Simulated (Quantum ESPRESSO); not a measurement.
# Si3S (Im-3m) in Quantum ESPRESSO: settings compared, part 4 of 4

Quantum ESPRESSO 7.5. Earlier steps stand in the parts before.

### Step 5. Phonons, PBEsol

Input file pw.in:

```
&CONTROL
  calculation = 'scf'
  prefix = 'pwscf'
  outdir = './tmp'
  pseudo_dir = './pseudo'
  tprnfor = .true.
  tstress = .true.
  disk_io = 'low'
/
&SYSTEM
  ibrav = 0
  nat = 4
  ntyp = 2
  ecutwfc = 52
  nbnd = 15
  occupations = 'smearing'
  smearing = 'fd'
  degauss = 0.00367493
/
&ELECTRONS
  conv_thr = 8d-10
  electron_maxstep = 120
  mixing_beta = 0.5
/
ATOMIC_SPECIES
Si    28.0850 Si.upf
S     32.0600 S.upf
CELL_PARAMETERS angstrom
  -2.5254800000    2.5254800000    2.5254800000
   2.5254800000   -2.5254800000    2.5254800000
   2.5254800000    2.5254800000   -2.5254800000
ATOMIC_POSITIONS crystal
Si     0.0000000000    0.5000000000    0.5000000000
Si     0.5000000000    0.0000000000    0.5000000000
Si     0.5000000000    0.5000000000    0.0000000000
S      0.0000000000    0.0000000000    0.0000000000
K_POINTS automatic
6 6 6 1 1 1
```

Input file relax.in:

```
&CONTROL
  calculation = 'vc-relax'
  prefix = 'pwscf'
  outdir = './tmp'
  pseudo_dir = './pseudo'
  tprnfor = .true.
  tstress = .true.
  disk_io = 'low'
  nstep = 40
  forc_conv_thr = 0.0001
  etot_conv_thr = 1d-06
/
&SYSTEM
  ibrav = 0
  nat = 4
  ntyp = 2
  ecutwfc = 52
  nbnd = 15
  occupations = 'smearing'
  smearing = 'fd'
  degauss = 0.00367493
/
&ELECTRONS
  conv_thr = 8d-10
  electron_maxstep = 120
  mixing_beta = 0.5
/
&IONS
  ion_dynamics = 'bfgs'
/
&CELL
  cell_dynamics = 'bfgs'
  press = 0
  press_conv_thr = 0.2
/
ATOMIC_SPECIES
Si    28.0850 Si.upf
S     32.0600 S.upf
CELL_PARAMETERS angstrom
  -2.5254800000    2.5254800000    2.5254800000
   2.5254800000   -2.5254800000    2.5254800000
   2.5254800000    2.5254800000   -2.5254800000
ATOMIC_POSITIONS crystal
Si     0.0000000000    0.5000000000    0.5000000000
Si     0.5000000000    0.0000000000    0.5000000000
Si     0.5000000000    0.5000000000    0.0000000000
S      0.0000000000    0.0000000000    0.0000000000
K_POINTS automatic
6 6 6 1 1 1
```

Input file scf2.in:

```
&CONTROL
  calculation = 'scf'
  prefix = 'pwscf'
  outdir = './tmp'
  pseudo_dir = './pseudo'
  tprnfor = .true.
  tstress = .true.
  disk_io = 'low'
/
&SYSTEM
  ibrav = 0
  nat = 4
  ntyp = 2
  ecutwfc = 52
  nbnd = 15
  occupations = 'smearing'
  smearing = 'fd'
  degauss = 0.00367493
/
&ELECTRONS
  conv_thr = 1d-13
  electron_maxstep = 120
  mixing_beta = 0.5
  startingpot = 'file'
  startingwfc = 'file'
/
ATOMIC_SPECIES
Si    28.0850 Si.upf
S     32.0600 S.upf
CELL_PARAMETERS angstrom
  -2.4959259005    2.4959259005    2.4959259005
   2.4959259005   -2.4959259005    2.4959259005
   2.4959259005    2.4959259005   -2.4959259005
ATOMIC_POSITIONS crystal
Si     0.0000000000    0.5000000000    0.5000000000
Si     0.5000000000    0.0000000000    0.5000000000
Si     0.5000000000    0.5000000000    0.0000000000
S      0.0000000000    0.0000000000    0.0000000000
K_POINTS automatic
6 6 6 1 1 1
```

Input file ph.in:

```
phonons of Si3S
&INPUTPH
  prefix = 'pwscf'
  outdir = './tmp'
  tr2_ph = 1d-18
  fildyn = 'dyn'
  niter_ph = 90
  alpha_mix(1) = 0.4
/
0.0000000000 0.0000000000 0.0000000000
```

Input file dynmat.in:

```
&INPUT
  fildyn = 'dyn'
  asr = 'crystal'
  filout = 'dynmat.disp'
  fileig = 'dynmat.eig'
/
```

Potentials or basis: PseudoDojo 0.4.1 SR PBEsol standard.

The run is started by

```
> OMP_NUM_THREADS=1 pw.x -in pw.in > pw.out
> OMP_NUM_THREADS=1 pw.x -in relax.in > relax.out
> OMP_NUM_THREADS=1 pw.x -in scf2.in > scf2.out
> OMP_NUM_THREADS=1 ph.x -in ph.in > ph.out
> OMP_NUM_THREADS=1 dynmat.x -in dynmat.in > dynmat.out
```

pw.out:

```text
This program is part of the open-source Quantum ESPRESSO suite
     for quantum simulation of materials; please cite
[... 9 lines left out ...]
     --------------------
     sticks:   dense  smooth     PW     G-vecs:    dense   smooth      PW
     Sum        1051    1051    311                21913    21913    3511

     Using Slab Decomposition

     bravais-lattice index     =            0
     lattice parameter (alat)  =       8.2662  a.u.
     unit-cell volume          =     434.7989 (a.u.)^3
     number of atoms/cell      =            4
     number of atomic types    =            2
     number of electrons       =        18.00
     number of Kohn-Sham states=           15
     kinetic-energy cutoff     =      52.0000  Ry
     charge density cutoff     =     208.0000  Ry
     scf convergence threshold =      8.0E-10
     mixing beta               =       0.5000
     number of iterations used =            8  plain     mixing
     Exchange-correlation= PBESOL
                           (   1   4  10   8   0   0   0)

     celldm(1)=   8.266153  celldm(2)=   0.000000  celldm(3)=   0.000000
     celldm(4)=   0.000000  celldm(5)=   0.000000  celldm(6)=   0.000000

     crystal axes: (cart. coord. in units of alat)
               a(1) = (  -0.577350   0.577350   0.577350 )
               a(2) = (   0.577350  -0.577350   0.577350 )
               a(3) = (   0.577350   0.577350  -0.577350 )

     reciprocal axes: (cart. coord. in units 2 pi/alat)
               b(1) = ( -0.000000  0.866025  0.866025 )
               b(2) = (  0.866025 -0.000000  0.866025 )
               b(3) = (  0.866025  0.866025  0.000000 )

     PseudoPot. # 1 for Si read from file:
     Si.upf
[... 156 lines left out ...]
     8.7287  10.0018  11.4077  11.9135  13.7953  14.1016  15.2934

          k = 0.1443-0.1443 0.4330 (  2750 PWs)   bands (ev):

    -5.4201  -1.1326   0.7619   3.2100   3.6827   4.2078   6.7247   6.8113
     7.7744  10.1232  11.6216  12.7208  13.4432  13.9746  14.9022

          k =-0.7217-0.2887-0.2887 (  2751 PWs)   bands (ev):

    -5.1505  -1.2671  -0.0406   3.0539   3.5565   5.0626   5.7119   6.9054
     8.6399  11.5076  11.9978  12.1441  13.4313  13.9861  15.7147

          k = 0.4330 0.4330 0.4330 (  2760 PWs)   bands (ev):
[... 11 lines left out ...]
    -5.1550  -1.0544   0.5707   2.2418   3.2479   4.8230   5.1981   6.6826
     8.0423  12.1164  12.8027  13.2802  13.9942  14.7162  15.2718

          k =-0.7217-0.1443-0.1443 (  2739 PWs)   bands (ev):

    -5.0185  -0.4043  -0.4043   2.4885   3.3013   3.3013   5.3481   7.9688
     7.9688  11.2729  14.2440  14.2440  14.2548  15.2463  15.2464

          k =-0.0000-0.0000 0.7217 (  2739 PWs)   bands (ev):

    -4.9599  -0.3165   0.5988   1.7562   1.7562   2.8426   7.1953   7.7188
     7.7188  11.0241  13.6265  14.6215  14.6215  14.8940  16.4777

     the Fermi energy is     9.2264 ev

!    total energy              =     -47.42688134 Ry
     estimated scf accuracy    <          2.6E-10 Ry
     smearing contrib. (-TS)   =      -0.00076050 Ry
     internal energy E=F+TS    =     -47.42612085 Ry

     The total energy is F=E-TS. E is the sum of the following terms:
     one-electron contribution =      14.65043116 Ry
     hartree contribution      =       2.60633526 Ry
     xc contribution           =     -15.59667308 Ry
     ewald contribution        =     -49.08621418 Ry

     convergence has been achieved in   8 iterations

     Forces acting on atoms (cartesian axes, Ry/au):

     atom    1 type  1   force =    -0.00000000   -0.00000000   -0.00000000
     atom    2 type  1   force =    -0.00000000    0.00000000   -0.00000000
     atom    3 type  1   force =     0.00000000    0.00000000    0.00000000
     atom    4 type  2   force =     0.00000000   -0.00000000    0.00000000

     Total force =     0.000000     Total SCF correction =     0.000000

     Computing stress (Cartesian axis) and pressure

          total   stress  (Ry/bohr**3)                   (kbar)     P=      -36.09
  -0.00024531  -0.00000000  -0.00000000          -36.09       -0.00       -0.00
  -0.00000000  -0.00024531  -0.00000000           -0.00      -36.09       -0.00
  -0.00000000  -0.00000000  -0.00024531           -0.00       -0.00      -36.09

=------------------------------------------------------------------------------=
   JOB DONE.
=------------------------------------------------------------------------------=
```

relax.out:

```text
This program is part of the open-source Quantum ESPRESSO suite
     for quantum simulation of materials; please cite
[... 9 lines left out ...]
     --------------------
     sticks:   dense  smooth     PW     G-vecs:    dense   smooth      PW
     Sum        1051    1051    311                21913    21913    3511
[... 1262 lines left out ...]
  -0.00000015  -0.00000000  -0.00000000           -0.02       -0.00       -0.00
  -0.00000000  -0.00000015  -0.00000000           -0.00       -0.02       -0.00
  -0.00000000  -0.00000000  -0.00000015           -0.00       -0.00       -0.02

=------------------------------------------------------------------------------=
   JOB DONE.
=------------------------------------------------------------------------------=
```

Wall time 10 min (1 thread of Intel Xeon at 2.50GHz (Skylake/Cascade Lake), shared host); peak memory 0.08 GiB.

Results:

```yaml
Free_energy: -645.3015 eV
Relaxed_volume: 15.55 Å³/atom
Relaxed_cell: a = 4.323 Å, b = 4.323 Å, c = 4.323 Å, α = 109.47°, β = 109.47°, γ = 109.47°
Space_group_after_relaxing_to_0.05_Å: Im-3m (No. 229)
Pressure_after_relaxing: 0.0 GPa
Band_gap_on_the_k_mesh: none (metal or under the smearing width)
Highest_phonon_frequency_at_Γ: 354 cm⁻¹
Most_unstable_mode: 108i cm⁻¹
```

Step by step:
| step | energy change (eV) | largest force (eV/Å) | pressure (GPa) | volume (Å³) |
| --- | --- | --- | --- | --- |
| 1 | 0.0000 | 0.0000 | -3.61 | 64.43 |
| 2 | -0.0200 | 0.0000 | -1.80 | 63.25 |
| 3 | -0.0260 | 0.0000 | 0.12 | 62.13 |
| 4 | -0.0260 | 0.0000 | 0.00 | 62.20 |
| 5 | -0.0260 | 0.0000 | 0.00 | 62.19 |

Final structure:
```
Si S
1.0
    -2.49593    2.49593    2.49593
     2.49593   -2.49593    2.49593
     2.49593    2.49593   -2.49593
Si S
3 1
Direct
  0.00000 0.50000 0.50000
  0.50000 0.00000 0.50000
  0.50000 0.50000 0.00000
  0.00000 0.00000 0.00000
```

Phonon frequencies in cm⁻¹ (negative: imaginary):
| q point | frequencies |
| --- | --- |
| (0.000, 0.000, 0.000) | -108 -108 -108 -7 -7 -7 210 210 210 354 354 354 |

Optical modes at Γ, degenerate ones joined:
| cm⁻¹ | components | symmetry | active in |
| --- | --- | --- | --- |
| 108i | 3 | T1u | IR |
| 210 | 3 | T1u | IR |
| 354 | 3 | T2u | silent |

Caveat: the k mesh is coarse; the mesh is thin for the phonons of a metal; some modes are imaginary.

### Step 6. Summary

| level | potentials or basis | cutoff (eV) | startingwfc | form of the LDA correlation | other keys | gap on the mesh (eV) | pressure (GPa) |
| --- | --- | --- | --- | --- | --- | --- | --- |
| PBEsol+D3(BJ) | PseudoDojo 0.4.1 SR PBE standard | 707 | atomic | - | startingwfc = atomic | none | -6.3 |
| LDA | PseudoDojo 0.4.1 SR LDA standard | 735 | - | PW92 | - | none | 0.0 |
| PBE | PseudoDojo 0.4.1 SR PBE standard | 707 | - | - | - | none | 0.0 |
| PBEsol | PseudoDojo 0.4.1 SR PBEsol standard | 707 | - | - | - | none | 0.0 |

Alike in all rows: task phonons; no spin polarisation; cell relaxed; k mesh 6 × 6 × 6, shifted; smearing fermi-dirac 0.05 eV.

Caveats: the mesh is thin for the phonons of a metal; some modes are imaginary; the potentials were made for another functional, which shifts forces and pressure (some runs); the cell is more than 3 GPa from zero pressure, which shifts response properties (some runs); pairwise dispersion overbinds metals, which lowers pressure and volume (some runs).

Total energies depend on the potentials used, so only differences within one code and one set of settings carry meaning.
